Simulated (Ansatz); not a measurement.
# Cu3O2: a trial structure relaxed

Aim: relax Cu3O2 from this start, anti-A-type sesquioxide type (P-3m1, No. 164), and see where it ends.

Computed with Ansatz 0.2.0 (DFT PBE, scalar-relativistic, plane waves, PAW, unless a step's input says otherwise).

### Step 1. The starting structure

The structure is trigonal, space group P-3m1 (No. 164). Conventional cell: a = 3.535 Å, b = 3.535 Å, c = 5.500 Å, α = 90.00°, β = 90.00°, γ = 120.00°. Around Cu (site symmetry -3m) lie 6 O at 2.45 Å. Cu (site symmetry 3m) is surrounded by 4 O at 2.13 to 2.20 Å. O (site symmetry 3m) is surrounded by 7 Cu at 2.13 to 2.45 Å.

Structure file:

```cif
data_structure
_symmetry_space_group_name_H-M 'P-3m1'
_symmetry_Int_Tables_number 164
_cell_length_a 3.5351
_cell_length_b 3.5351
_cell_length_c 5.5001
_cell_angle_alpha 90.000
_cell_angle_beta 90.000
_cell_angle_gamma 120.000
_cell_volume 59.53
loop_
_atom_site_label
_atom_site_type_symbol
_atom_site_symmetry_multiplicity
_atom_site_Wyckoff_symbol
_atom_site_fract_x
_atom_site_fract_y
_atom_site_fract_z
_atom_site_occupancy
Cu1 Cu 1 a 0.00000 0.00000 0.00000 1
Cu2 Cu 2 d 0.33333 0.66667 0.64500 1
O1 O 2 d 0.33333 0.66667 0.24500 1
```

(A quick probe on a coarse mesh, which set the mesh and smearing, is not shown.)

### Step 3. A loose first relaxation

input.yaml reads:

```yaml
crystal:
  lattice:
    - [3.5351057333, 0.0, 0.0]
    - [-1.7675528666, 3.0614913701, 0.0]
    - [0.0, 0.0, 5.5000502906]
  atoms:
    - { symbol: Cu, position: [0.0, 0.0, 0.0], spin: 0.13 }
    - { symbol: Cu, position: [0.3333333333, 0.6666666667, 0.645], spin: 0.18 }
    - { symbol: Cu, position: [0.6666666667, 0.3333333333, 0.355], spin: 0.18 }
    - { symbol: O, position: [0.3333333333, 0.6666666667, 0.245], spin: 0.11 }
    - { symbol: O, position: [0.6666666667, 0.3333333333, 0.755], spin: 0.11 }
basis:
  ecutwfc: 420
kpoints:
  mp_grid: { grid: [6, 6, 4] }
hamiltonian:
  xc: pbe
scf:
  occupations: { method: gaussian, width: 0.1 }
  lower_state_search: "off"
output:
  forces: true
  stress: true
  eigenvalues: true
  populations: true
magnetization:
  spin_polarized: true
relax:
  adjacent_minimum: "off"
  f_tol: 0.04
  max_steps: 70
  cell: { stress_tol: 0.4 }
```

Started as:

```console
> ansatz run input.yaml --threads 1 --pin off --max-ram 2560MiB --backend cpu --events-out ev --progress --plain --runs-dir out
```

Further runs follow: relaxing cell and atoms.

Before running it: what results should come out?

**Answer**, as computed:

Formation energies count from the elements, computed with the same settings in runs not shown here.

```
                          quantity                                                                       value
                              cell  a = 2.899 Å, b = 2.899 Å, c = 7.080 Å, α = 90.00°, β = 90.00°, γ = 120.00°
                       space group                                                             P-3m1 (No. 164)
                            volume                                                               10.30 Å³/atom
                   gap on the mesh                                                                none (metal)
formation energy from the elements                                                              -0.223 eV/atom
```

**Reading.** The space group stayed P-3m1, and from the first guess the volume went from 11.91 to 10.30 Å³/atom. With -0.22 eV/atom it lies under the elements, which doesn't yet make it stable against other compounds of them. Some metallic runs here have no spin polarisation while others do, so their energies compare only roughly.
